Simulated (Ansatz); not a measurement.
A first try at an atomisation energy of ClFIIn, SMILES [F][In]([Cl])[I], using the Python package of Ansatz (0.2.0).

`clfiin.xyz`
```text
4

F     0.55580    1.21700    1.27460
In   -0.17310   -0.35420   -0.00640
Cl    1.47220   -2.08140    0.30760
I     0.85580    1.21700    1.27460
```

`tae_clfiin.py`
```python
"""Energy to split ClFIIn into its atoms."""

from collections import Counter

import ansatz


def energy(molecule, charge=0, unpaired=0):
    calc = molecule.calculation().basis(gaussian="def2-SVPD").functional("pbe0", dispersion="d3bj")
    if charge:
        calc = calc.charge(charge)
    if unpaired:
        calc = calc.spin("collinear", total=unpaired)
    return calc.run(threads=1).report["free_energy_ev"]

mol = ansatz.Crystal.molecule_from_extxyz("clfiin.xyz")

# unpaired electrons of the ground-state atoms
unpaired = {"F": 1, "In": 1, "Cl": 1, "I": 1}
counts = Counter(site.symbol for site in mol.cartesian_sites)
atom_energy = {s: energy(ansatz.Crystal.molecule().atom(s, (0, 0, 0)), 0, unpaired[s]) for s in counts}
whole = energy(mol, 0, 0)
for s, e in atom_energy.items():
    print(f"{s:2s} x{counts[s]}  {e:14.5f} eV")
print(f"ClFIIn: {whole:.5f} eV")
split = sum(counts[s] * e for s, e in atom_energy.items()) - whole
print(f"atomisation energy (no zero-point term): {split:.3f} eV, {split / sum(counts.values()):.3f} eV an atom")
```

`python tae_clfiin.py` gives:
```text
F  x1     -2709.15403 eV
In x1     -5173.14807 eV
Cl x1    -12513.06053 eV
I  x1     -8100.43446 eV
ClFIIn: -24545.15733 eV
atomisation energy (no zero-point term): -3950.640 eV, -987.660 eV an atom
```

The script ran to its end, but the result can't be trusted. Why?

The fault: two atoms almost overlap. The correction:

```diff
--- clfiin.xyz
+++ clfiin.xyz
@@ -6 +6 @@
-I     0.85580    1.21700    1.27460
+I    -1.79940    1.15830   -1.59610
```

After the fix:

```console
$ python tae_clfiin.py
F  x1     -2709.15403 eV
In x1     -5173.14807 eV
Cl x1    -12513.06053 eV
I  x1     -8100.43446 eV
ClFIIn: -28505.12095 eV
atomisation energy (no zero-point term): 9.324 eV, 2.331 eV an atom
```

Total energies depend on the basis set; only differences at equal settings carry meaning. The geometry is a force-field or estimated start, not a minimum of this method, and the basis set is short of its limit. All parts are taken at fixed geometry, without zero-point energy. def2 sets replace the cores of elements past krypton by effective core potentials. The spin-orbit lowering of heavy atoms is left out. The whole script took 7.5 s on 1 thread of Arm Neoverse V2 (shared host), peak memory 0.36 GiB.
